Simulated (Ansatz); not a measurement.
**C₃H₈AlBO: one species, many methods**

How much do the methods differ for C₃H₈AlBO? The plan is to run it at one geometry with functionals of several rungs and with coupled cluster, and see how far each lands from CCSD(T) at the basis-set limit for the atomisation energy.

Computed with Ansatz 0.2.0, Gaussian basis. Level: functionals in def2-TZVPP, the program's frozen cores in correlated methods.

Levels to be run: PBE-D4, r2SCAN-D4, PBE0-D4, B3LYP-D4, ωB97X-V, ωB97M-V, B2PLYP; CCSD(T)/def2-TZVPP; MP2/def2-QZVPP; extrapolation to the limit.

## Step 1: The geometry

All runs share one geometry, relaxed beforehand with PBE0-D4 in a triple-zeta def2 set.

SMILES `C=C([BH][AlH2])OC`, 14 atoms, charge 0, spin multiplicity 1.

Atoms are counted from 1 here; the program's logs count them from 0.

Bond lengths: C1–C2 1.352 Å, C1–H7 1.086 Å, C1–H8 1.081 Å, C2–B3 1.536 Å, C2–O5 1.352 Å, B3–Al4 2.117 Å, B3–H9 1.202 Å, Al4–H10 1.596 Å, Al4–H11 1.595 Å, O5–C6 1.410 Å, C6–H12 1.089 Å, C6–H13 1.096 Å, C6–H14 1.093 Å. Angles: C2–C1–H7 121.3°, C2–C1–H8 120.6°, H7–C1–H8 118.0°, C1–C2–B3 114.1°, C1–C2–O5 117.4°, B3–C2–O5 126.9°, C2–B3–Al4 119.8°, C2–B3–H9 117.4°, Al4–B3–H9 122.9°, B3–Al4–H10 122.6°, B3–Al4–H11 120.4°, H10–Al4–H11 117.0°, C2–O5–C6 117.1°, O5–C6–H12 106.4°, O5–C6–H13 111.3°, O5–C6–H14 111.6°, H12–C6–H13 109.3°, H12–C6–H14 109.4° and more.

## Step 2: PBE-D4 (GGA)

The input, in.yaml:

```yaml
crystal:
  periodic: [false, false, false]
  atoms:
    - {symbol: C, position_ang: [-1.830498, -0.055337, 0.140887]}
    - {symbol: C, position_ang: [-0.525497, 0.237680, 0.338278]}
    - {symbol: B, position_ang: [0.446414, -0.725644, -0.359458]}
    - {symbol: Al, position_ang: [0.054444, -1.363567, -2.339139]}
    - {symbol: O, position_ang: [-0.228673, 1.125869, 1.313105]}
    - {symbol: C, position_ang: [1.134426, 1.299918, 1.629509]}
    - {symbol: H, position_ang: [-2.594963, 0.276965, 0.837375]}
    - {symbol: H, position_ang: [-2.136722, -0.668523, -0.695325]}
    - {symbol: H, position_ang: [1.410960, -1.082759, 0.261720]}
    - {symbol: H, position_ang: [-1.281668, -2.136722, -2.744452]}
    - {symbol: H, position_ang: [1.076617, -1.020862, -3.514534]}
    - {symbol: H, position_ang: [1.192480, 2.184767, 2.262167]}
    - {symbol: H, position_ang: [1.734643, 1.459961, 0.727070]}
    - {symbol: H, position_ang: [1.535236, 0.439054, 2.171495]}
basis:
  gaussian: {orbitals: def2-TZVPP}
hamiltonian: {xc: pbe, dispersion: d4}
output: {forces: true, orbitals: {seedname: orbitals}}
```

Started as:

```bash
ansatz run in.yaml --threads 4 --pin off --events-out ev --progress --plain --max-ram 10444MiB
```

The runs that follow: r2SCAN-D4 (meta-GGA); PBE0-D4 (hybrid); B3LYP-D4 (hybrid); ωB97X-V (range-separated); ωB97M-V (range-separated); B2PLYP (double hybrid); CCSD(T) in def2-TZVPP; MP2 in def2-QZVPP.

**Question.** What will the summary of the whole plan be? Wanted: atomisation energy, CCSD(T)/CBS; farthest; mean size of error, hybrid; mean size of error, range-separated; gap, smallest and largest; T1 diagnostic; triples share of the correlation energy.

**Answer**, as computed:

```
                               quantity                                value
        atomisation energy, CCSD(T)/CBS                        5092.6 kJ/mol
 functionals within 25.5 kJ/mol (0.5 %)                    B3LYP-D4, ωB97X-V
                               farthest               PBE-D4 (+128.8 kJ/mol)
             mean size of error, hybrid                          31.5 kJ/mol
    mean size of error, range-separated                          25.1 kJ/mol
              gap, smallest and largest  2.69 eV (PBE-D4), 8.92 eV (ωB97X-V)
                          T1 diagnostic                               0.0135
triples share of the correlation energy                                4.1 %
```

What this shows: PBE-D4 misses by +128.8 kJ/mol. Double hybrids carry the basis error of their MP2 part in triple zeta, and no dispersion term here, so their miss is partly the set-up's. The reference freezes the cores and leaves out relativity and excitations past (T), so misses under about 25.5 kJ/mol can't be ranked. Hartree-Fock recovers 74 % of the binding; the rest is correlation. The gap grows from 2.7 to 8.9 eV across the functionals, mostly with the share of exact exchange. The restricted reference is unstable towards a spin-broken one.
